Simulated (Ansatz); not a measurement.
**C₆H₅Cl₃Ge: up Jacob's ladder to CCSD(T)**

An exercise on one series of results from a longer session: the logs are not shown, and one member is left open.

Program: Ansatz 0.2.0, Gaussian basis. Level of theory: functionals in def2-TZVPP, the program's frozen cores in correlated methods. These are calculated values, not measurements.

Levels to be run: LDA (SPW92), PBE-D4, revPBE-D4, BLYP-D4, r2SCAN-D4, B97M-V, PBE0-D4, B3LYP-D4, r2SCANh-D4, r2SCAN0-D4, HSE06-D4, BHLYP-D4, CAM-B3LYP-D4, LC-ωPBE, ωB97X-V, ωB97M-V, B2PLYP, PBE-QIDH; CCSD(T)/def2-SVP; CCSD(T)/def2-TZVPP; MP2/def2-QZVPP; extrapolation to the limit; RPA on PBE.

## Structure used throughout

The geometry comes from an earlier relaxation with PBE0-D4 in a triple-zeta def2 set; it is a stationary point, not always the lowest conformer.

15 atoms, charge 0, spin multiplicity 1.

Atoms are counted from 1 here; the program's logs count them from 0.

Bond lengths: Cl1–Ge2 2.135 Å, Ge2–Cl3 2.137 Å, Ge2–Cl4 2.135 Å, Ge2–C5 1.922 Å, C5–C6 1.391 Å, C5–C10 1.391 Å, C6–C7 1.386 Å, C6–H11 1.084 Å, C7–C8 1.387 Å, C7–H12 1.084 Å, C8–C9 1.387 Å, C8–H13 1.084 Å, C9–C10 1.386 Å, C9–H14 1.084 Å, C10–H15 1.084 Å. Angles: Cl1–Ge2–Cl3 106.8°, Cl1–Ge2–Cl4 108.6°, Cl1–Ge2–C5 111.1°, Cl3–Ge2–Cl4 106.8°, Cl3–Ge2–C5 112.4°, Cl4–Ge2–C5 111.1°, Ge2–C5–C6 119.9°, Ge2–C5–C10 119.9°, C6–C5–C10 120.2°, C5–C6–C7 119.7°, C5–C6–H11 120.4°, C7–C6–H11 119.8°, C6–C7–C8 120.0°, C6–C7–H12 119.8°, C8–C7–H12 120.2°, C7–C8–C9 120.2°, C7–C8–H13 119.9°, C9–C8–H13 119.9° and more.

The first run:

in.yaml

```yaml
crystal:
  periodic: [false, false, false]
  atoms:
    - {symbol: Cl, position_ang: [-1.463793, -3.209674, -1.358338]}
    - {symbol: Ge, position_ang: [0.366377, -2.138456, -1.108072]}
    - {symbol: Cl, position_ang: [1.671819, -3.402761, 0.015365]}
    - {symbol: Cl, position_ang: [1.265832, -1.872042, -3.026322]}
    - {symbol: C, position_ang: [0.065021, -0.447293, -0.245443]}
    - {symbol: C, position_ang: [0.909961, 0.625788, -0.509437]}
    - {symbol: C, position_ang: [0.707743, 1.835268, 0.136677]}
    - {symbol: C, position_ang: [-0.334133, 1.972884, 1.042145]}
    - {symbol: C, position_ang: [-1.178004, 0.903383, 1.303679]}
    - {symbol: C, position_ang: [-0.981176, -0.308747, 0.660894]}
    - {symbol: H, position_ang: [1.719352, 0.524342, -1.223934]}
    - {symbol: H, position_ang: [1.363647, 2.672742, -0.070335]}
    - {symbol: H, position_ang: [-0.491552, 2.920455, 1.544411]}
    - {symbol: H, position_ang: [-1.994375, 1.013244, 2.007878]}
    - {symbol: H, position_ang: [-1.648621, -1.139833, 0.860229]}
basis:
  gaussian: {orbitals: def2-TZVPP}
hamiltonian: {xc: lda}
output: {orbitals: {seedname: orbitals}}
```

Started as:

```sh
ansatz run in.yaml --threads 4 --pin off --events-out ev --progress --plain --max-ram 66560MiB --backend cuda --devices 0, --max-vram 37GiB
```

Among the steps run: LDA; PBE-D4 (GGA); revPBE-D4 (GGA); BLYP-D4 (GGA); r2SCAN-D4 (meta-GGA); B97M-V (meta-GGA); B3LYP-D4 (hybrid); r2SCANh-D4 (hybrid); r2SCAN0-D4 (hybrid); HSE06-D4 (hybrid); BHLYP-D4 (hybrid); CAM-B3LYP-D4 (range-separated); LC-ωPBE (range-separated); ωB97X-V (range-separated); ωB97M-V (range-separated); B2PLYP (double hybrid); PBE-QIDH (double hybrid).

One table of the session follows, with a row left open; its other results are not shown here.

It belongs to the step «Frontier levels by functional». 

| functional | HOMO (eV) | LUMO (eV) | gap (eV) |
| --- | --- | --- | --- |
| LDA (SPW92) | -7.20 | -2.45 | 4.75 |
| PBE-D4 | -6.98 | -2.19 | 4.78 |
| revPBE-D4 | -6.90 | -2.10 | 4.80 |
| BLYP-D4 | -6.77 | -2.02 | 4.75 |
| r2SCAN-D4 | -7.17 | -2.06 | 5.11 |
| B97M-V | -7.10 | -1.97 | 5.14 |
| PBE0-D4 | -7.97 | -1.35 | 6.62 |
| B3LYP-D4 | -7.73 | -1.51 | 6.22 |
| r2SCANh-D4 | -7.55 | -1.75 | 5.80 |
| r2SCAN0-D4 | -8.11 | -1.28 | 6.82 |
| HSE06-D4 | ? | ? | ? |
| BHLYP-D4 | -8.74 | -0.34 | 8.40 |
| CAM-B3LYP-D4 | -9.17 | -0.27 | 8.90 |
| LC-ωPBE | -10.49 | 0.71 | 11.20 |
| ωB97X-V | -10.13 | 0.70 | 10.84 |
| ωB97M-V | -10.05 | 0.64 | 10.69 |

Q: Estimate the row for HSE06-D4 from the others.

**Answer.** HOMO (eV): -7.57; LUMO (eV): -1.72; gap (eV): 5.85. In the column «HOMO (eV)» it lies between B3LYP-D4 (-7.73) and r2SCANh-D4 (-7.55).
